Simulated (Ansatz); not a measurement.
# GaH₈NSi₂: one species, many methods

One table from this session's results is given with a row withheld; the runs are named, their logs left out.

Method: functionals in def2-TZVPP, the program's frozen cores in correlated methods; program: Ansatz 0.2.0, Gaussian basis.

Plan: PBE-D4, r2SCAN-D4, PBE0-D4, B3LYP-D4, ωB97X-V, ωB97M-V, B2PLYP; CCSD(T)/def2-TZVPP; MP2/def2-QZVPP; extrapolation to the limit.

**Structure used throughout**

All runs share one geometry, relaxed beforehand with PBE0-D4 in a triple-zeta def2 set.

SMILES `[SiH3][NH][GaH][SiH3]`, 12 atoms, charge 0, spin multiplicity 1.

Atoms are counted from 1 here; the program's logs count them from 0.

Bond lengths: Si1–N2 1.724 Å, Si1–H5 1.491 Å, Si1–H6 1.491 Å, Si1–H7 1.485 Å, N2–Ga3 1.838 Å, N2–H8 1.011 Å, Ga3–Si4 2.405 Å, Ga3–H9 1.566 Å, Si4–H10 1.490 Å, Si4–H11 1.490 Å, Si4–H12 1.490 Å. Angles: N2–Si1–H5 112.3°, N2–Si1–H6 112.2°, N2–Si1–H7 107.4°, H5–Si1–H6 106.9°, H5–Si1–H7 109.0°, H6–Si1–H7 109.0°, Si1–N2–Ga3 128.5°, Si1–N2–H8 116.3°, Ga3–N2–H8 115.3°, N2–Ga3–Si4 116.8°, N2–Ga3–H9 115.0°, Si4–Ga3–H9 128.2°, Ga3–Si4–H10 111.5°, Ga3–Si4–H11 110.8°, Ga3–Si4–H12 110.8°, H10–Si4–H11 108.0°, H10–Si4–H12 108.0°, H11–Si4–H12 107.6°.

The first run:

in.yaml

```yaml
crystal:
  periodic: [false, false, false]
  atoms:
    - {symbol: Si, position_ang: [-1.779902, 1.695297, 0.659307]}
    - {symbol: N, position_ang: [-0.373686, 0.866096, 0.103927]}
    - {symbol: Ga, position_ang: [-0.039532, -0.941731, 0.099273]}
    - {symbol: Si, position_ang: [2.081413, -1.649894, -0.786802]}
    - {symbol: H, position_ang: [-1.473251, 2.650906, 1.761724]}
    - {symbol: H, position_ang: [-2.436354, 2.480542, -0.424661]}
    - {symbol: H, position_ang: [-2.731358, 0.670001, 1.158473]}
    - {symbol: H, position_ang: [0.367177, 1.443088, -0.270132]}
    - {symbol: H, position_ang: [-1.191134, -1.828646, 0.680790]}
    - {symbol: H, position_ang: [2.899176, -0.489625, -1.238707]}
    - {symbol: H, position_ang: [2.863437, -2.391435, 0.241571]}
    - {symbol: H, position_ang: [1.890813, -2.559702, -1.950861]}
basis:
  gaussian: {orbitals: def2-TZVPP}
hamiltonian: {xc: pbe, dispersion: d4}
output: {forces: true, orbitals: {seedname: orbitals}}
```

Command:

```sh
ansatz run in.yaml --threads 4 --pin off --events-out ev --progress --plain --max-ram 10444MiB
```

Steps of the session up to this table: PBE-D4 (GGA); r2SCAN-D4 (meta-GGA); PBE0-D4 (hybrid); B3LYP-D4 (hybrid); ωB97X-V (range-separated); ωB97M-V (range-separated); B2PLYP (double hybrid); CCSD(T) in def2-TZVPP; MP2 in def2-QZVPP.

One table of the session follows, with a row left open; its other results are not shown here.

It belongs to the step «Atomisation energies». 

| method | atomisation energy (kJ/mol) |
| --- | --- |
| PBE-D4 | 3456.6 |
| r2SCAN-D4 | 3482.4 |
| PBE0-D4 | 3439.8 |
| B3LYP-D4 | ? |
| ωB97X-V | 3526.9 |
| ωB97M-V | 3490.3 |
| B2PLYP | 3442.2 |
| HF/def2-TZVPP | 2566.3 |
| MP2/def2-TZVPP | 3399.0 |
| CCSD/def2-TZVPP | 3383.0 |
| CCSD(T)/def2-TZVPP | 3419.3 |
| MP2/CBS | 3487.6 |
| CCSD(T)/CBS | 3507.9 |

**Question.** Estimate the row for B3LYP-D4.

As computed: atomisation energy (kJ/mol): 3486.8. In the column «atomisation energy (kJ/mol)» it lies between r2SCAN-D4 (3482.4) and MP2/CBS (3487.6).
